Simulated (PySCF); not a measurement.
# Ways to converge the SCF of PIr⁻

The same problem is solved with other solver options, one edit a run.

Method: method and basis as typed in the scripts; program: PySCF 2.14.0.

1 further run of the same task is left out (it didn't finish).

### Step 1. The system as given

PIr⁻: 2 atoms, charge -1, spin multiplicity 2.

Bond lengths: P1–Ir2 2.115 Å.

### Step 2. Base script

File input.py:

```python
from pyscf import gto, scf
from pyscf.geomopt.geometric_solver import optimize

mol = gto.M(
    atom='P 0 0 0; Ir 0 0 2.115',
    basis='def2-svpd',
    ecp={'Ir': 'def2-svpd'},
    charge=-1,
    spin=1,
    verbose=4,
)
mf = scf.UHF(mol)
mf = mf.newton()
mf.kernel()
mol_eq = optimize(mf, maxsteps=30)
print('optimised geometry (angstrom)')
print(mol_eq.tostring('raw'))
print('orbital energies (hartree):', [e[max(0, n-3):n+3].round(4) for e, n in zip(mf.mo_energy, mol.nelec)])
```

Run with:

```
$ python input.py
```

The log of this run is left out.

Base result: at the starting geometry E(SCF) = -444.050551 Eh, 7 macro-iterations, ⟨S²⟩ = 2.460, optimised bond 2.398 Å in 6 steps; the optimisation lowers the energy by 0.404 eV.

⟨S²⟩ = 2.46 against 0.75 for a pure state: the determinant is spin-contaminated. No search for the lowest state was made; open d or f shells can end in a higher solution.

### Step 3. Initial guess core

Run 1 changes initial guess: minao → core.

File input.py:

```python
from pyscf import gto, scf
from pyscf.geomopt.geometric_solver import optimize

mol = gto.M(
    atom='P 0 0 0; Ir 0 0 2.115',
    basis='def2-svpd',
    ecp={'Ir': 'def2-svpd'},
    charge=-1,
    spin=1,
    verbose=4,
)
mf = scf.UHF(mol)
mf.init_guess = 'core'
mf = mf.newton()
mf.kernel()
mol_eq = optimize(mf, maxsteps=30)
print('optimised geometry (angstrom)')
print(mol_eq.tostring('raw'))
print('orbital energies (hartree):', [e[max(0, n-3):n+3].round(4) for e, n in zip(mf.mo_energy, mol.nelec)])
```

Run with:

```
$ python input.py
```

### Step 4. Initial guess sap

Run 2 changes initial guess: minao → sap.

Edit input.py of step 2 so:

```diff
@@ -12,2 +12,3 @@
 mf = scf.UHF(mol)
+mf.init_guess = 'sap'
 mf = mf.newton()
```

**Question.** What will these runs give? Wanted: for each run, E(SCF); from base; gap, α spin; after the SCF.

**Answer**, as computed:

```
               run  E(SCF) (hartree)  from base (eV)    cycles  gap, α spin (eV)            after the SCF
              base       -444.050551               0   7 macro              7.09  bond 2.398 Å, -0.404 eV
initial guess core       -444.050551          0.0000   7 macro              7.09  bond 2.398 Å, -0.404 eV
 initial guess sap       -444.050551          0.0000  10 macro              7.09  bond 2.398 Å, -0.404 eV
```

SCF columns refer to the geometry typed in the script.

Distance from each run's final energy (log10 hartree) by cycle:

```
               run  cycle 1  cycle 2  cycle 3  cycle 5  cycle 8  cycle 12
              base     -0.2     -0.8     -1.4     -4.4     done      done
initial guess core     -0.2     -0.8     -1.4     -4.4     done      done
 initial guess sap      1.0      0.2     -0.9     -1.5     -5.3      done
```

**Reading.** With initial guess core or initial guess sap the SCF ends at the base energy. PySCF falls back to minao for a guess that it doesn't know or can't read, so that run repeats the base.
